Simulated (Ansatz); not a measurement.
**C2H6S2Si: a ladder of functionals and wavefunction methods**

The task here is to estimate one member of a computed series from the others.

The runs use Ansatz 0.2.0, Gaussian basis; functionals in def2-TZVPP, the program's frozen cores in correlated methods.

Plan: LDA (SPW92), PBE-D4, revPBE-D4, BLYP-D4, r2SCAN-D4, B97M-V, PBE0-D4, B3LYP-D4, r2SCANh-D4, r2SCAN0-D4, HSE06-D4, BHLYP-D4, CAM-B3LYP-D4, LC-ωPBE, ωB97X-V, ωB97M-V, B2PLYP, PBE-QIDH; CCSD(T)/def2-SVP; CCSD(T)/def2-TZVPP; MP2/def2-QZVPP; extrapolation to the limit; RPA on PBE.

**The geometry**

An earlier PBE0-D4 in a triple-zeta def2 set relaxation fixed the geometry.

SMILES `CS[Si]SC`, 11 atoms, charge 0, spin multiplicity 1.

Atoms are counted from 1 here; the program's logs count them from 0.

Bond lengths: C1–S2 1.815 Å, C1–H6 1.090 Å, C1–H7 1.088 Å, C1–H8 1.089 Å, S2–Si3 2.136 Å, Si3–S4 2.136 Å, S4–C5 1.815 Å, C5–H9 1.090 Å, C5–H10 1.089 Å, C5–H11 1.088 Å. Angles: S2–C1–H6 106.3°, S2–C1–H7 110.4°, S2–C1–H8 111.3°, H6–C1–H7 109.3°, H6–C1–H8 109.1°, H7–C1–H8 110.3°, C1–S2–Si3 113.5°, S2–Si3–S4 108.4°, Si3–S4–C5 113.5°, S4–C5–H9 106.3°, S4–C5–H10 111.3°, S4–C5–H11 110.4°, H9–C5–H10 109.1°, H9–C5–H11 109.3°, H10–C5–H11 110.3°.

The first run:

in.yaml

```yaml
crystal:
  periodic: [false, false, false]
  atoms:
    - {symbol: C, position_ang: [-0.824155, -0.175218, 1.395612]}
    - {symbol: S, position_ang: [0.795540, -0.892116, 1.791633]}
    - {symbol: Si, position_ang: [1.747752, -1.819762, 0.119330]}
    - {symbol: S, position_ang: [0.971802, -0.946971, -1.669508]}
    - {symbol: C, position_ang: [0.301107, 0.722161, -1.427961]}
    - {symbol: H, position_ang: [-1.467580, -0.381787, 2.250684]}
    - {symbol: H, position_ang: [-1.242475, -0.647670, 0.509351]}
    - {symbol: H, position_ang: [-0.754757, 0.901665, 1.252903]}
    - {symbol: H, position_ang: [0.589773, 1.298136, -2.307017]}
    - {symbol: H, position_ang: [-0.784716, 0.704144, -1.353668]}
    - {symbol: H, position_ang: [0.733008, 1.180619, -0.540860]}
basis:
  gaussian: {orbitals: def2-TZVPP}
hamiltonian: {xc: lda}
output: {orbitals: {seedname: orbitals}}
```

Steps of the session up to this table: LDA; PBE-D4 (GGA); revPBE-D4 (GGA); BLYP-D4 (GGA); r2SCAN-D4 (meta-GGA); B97M-V (meta-GGA); PBE0-D4 (hybrid); B3LYP-D4 (hybrid); r2SCANh-D4 (hybrid); r2SCAN0-D4 (hybrid); HSE06-D4 (hybrid); BHLYP-D4 (hybrid); CAM-B3LYP-D4 (range-separated); LC-ωPBE-D4 (range-separated; the results give it without D4); ωB97X-V (range-separated); ωB97M-V (range-separated); B2PLYP (double hybrid); PBE-QIDH (double hybrid).

One table of the session follows, with a row left open; its other results are not shown here.

It belongs to the step «Frontier levels by functional». 

```
  functional  HOMO (eV)  LUMO (eV)  gap (eV)
 LDA (SPW92)      -5.63      -2.95      2.68
      PBE-D4      -5.51      -2.79      2.73
   revPBE-D4      -5.47      -2.72      2.74
     BLYP-D4      -5.36      -2.61      2.75
   r2SCAN-D4      -5.70      -2.73      2.97
      B97M-V      -5.77      -2.66      3.12
     PBE0-D4      -6.54      -2.06      4.49
    B3LYP-D4      -6.35      -2.19      4.16
  r2SCANh-D4      -6.08      -2.45      3.63
  r2SCAN0-D4          ?          ?         ?
    HSE06-D4      -6.15      -2.43      3.72
    BHLYP-D4      -7.45      -1.15      6.30
CAM-B3LYP-D4      -7.78      -0.99      6.79
     LC-ωPBE      -9.06      -0.02      9.04
     ωB97X-V      -8.74      -0.06      8.68
     ωB97M-V      -8.58      -0.13      8.44
```

Q: Estimate the row for r2SCAN0-D4 from the others.

Worked estimate for «HOMO (eV)». Against the share of exact exchange, r2SCAN-D4 (0, -5.70), r2SCANh-D4 (0.1, -6.08) give a slope of -3.80 per unit share; at 0.25 the line stands at -6.65.

**Answer.** HOMO (eV): -6.66; LUMO (eV): -2.03; gap (eV): 4.63. In «HOMO (eV)» the line misses by +0.01.
